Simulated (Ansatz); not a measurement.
**ClHIIn: up Jacob's ladder to CCSD(T)**

One table from this session's results is given with a row withheld; the runs are named, their logs left out.

Program: Ansatz 0.2.0, Gaussian basis. Level of theory: functionals in def2-TZVPP, the program's frozen cores in correlated methods. These are calculated values, not measurements.

Levels to be run: LDA (SPW92), PBE-D4, revPBE-D4, BLYP-D4, r2SCAN-D4, B97M-V, PBE0-D4, B3LYP-D4, r2SCANh-D4, r2SCAN0-D4, HSE06-D4, BHLYP-D4, CAM-B3LYP-D4, LC-ωPBE, ωB97X-V, ωB97M-V, B2PLYP, PBE-QIDH; CCSD(T)/def2-SVP; CCSD(T)/def2-TZVPP; CCSD(T)/def2-QZVPP; extrapolation to the limit; RPA on PBE.

## Structure used throughout

The geometry comes from an earlier relaxation with PBE0-D4 in a triple-zeta def2 set; it is a stationary point. In, I take the def2 core potential; no spin-orbit term is included.

SMILES `[Cl][InH][I]`, 4 atoms, charge 0, spin multiplicity 1.

Atoms are counted from 1 here; the program's logs count them from 0.

Bond lengths: Cl1–In2 2.321 Å, In2–I3 2.638 Å, In2–H4 1.700 Å. Angles: Cl1–In2–I3 113.2°, Cl1–In2–H4 120.9°, I3–In2–H4 125.9°.

Set-up of the first run:

in.yaml reads:

```yaml
crystal:
  periodic: [false, false, false]
  atoms:
    - {symbol: Cl, position_ang: [-1.969347, 0.329473, -0.969588]}
    - {symbol: In, position_ang: [0.115576, 0.221354, 0.043465]}
    - {symbol: I, position_ang: [0.946004, -2.248919, 0.455516]}
    - {symbol: H, position_ang: [0.963268, 1.637891, 0.450208]}
basis:
  gaussian: {orbitals: def2-TZVPP}
hamiltonian: {xc: lda}
output: {orbitals: {seedname: orbitals}}
```

Started as:

```
$ ansatz run in.yaml --threads 2 --pin off --events-out ev --progress --plain --max-ram 32768MiB --backend cpu
```

Steps of the session up to this table: LDA; PBE-D4 (GGA); revPBE-D4 (GGA); BLYP-D4 (GGA); r2SCAN-D4 (meta-GGA); B97M-V (meta-GGA); PBE0-D4 (hybrid); B3LYP-D4 (hybrid); r2SCANh-D4 (hybrid); r2SCAN0-D4 (hybrid); HSE06-D4 (hybrid); BHLYP-D4 (hybrid); CAM-B3LYP-D4 (range-separated); LC-ωPBE (range-separated); ωB97X-V (range-separated); ωB97M-V (range-separated); B2PLYP (double hybrid); PBE-QIDH (double hybrid).

One table of the session follows, with a row left open; its other results are not shown here.

It belongs to the step «Orbital energies across the functionals». 

```
  functional  HOMO (eV)  LUMO (eV)  gap (eV)
 LDA (SPW92)      -6.87      -3.04      3.83
      PBE-D4      -6.71      -2.78      3.93
   revPBE-D4      -6.66      -2.68      3.97
     BLYP-D4      -6.53      -2.74      3.79
   r2SCAN-D4      -7.01      -2.56      4.45
      B97M-V      -7.02      -2.72      4.30
     PBE0-D4      -7.84      -2.04      5.80
    B3LYP-D4      -7.59      -2.29      5.30
  r2SCANh-D4      -7.42      -2.27      5.15
  r2SCAN0-D4      -8.04      -1.91      6.13
    HSE06-D4      -7.45      -2.40      5.05
    BHLYP-D4      -8.80      -1.38      7.41
CAM-B3LYP-D4          ?          ?         ?
     LC-ωPBE     -10.43      -0.12     10.31
     ωB97X-V     -10.09      -0.25      9.84
     ωB97M-V      -9.96      -0.47      9.48
```

Estimate the missing values for CAM-B3LYP-D4.

As computed: HOMO (eV): -9.08; LUMO (eV): -1.22; gap (eV): 7.86. In the column «HOMO (eV)» it lies between ωB97M-V (-9.96) and BHLYP-D4 (-8.80).
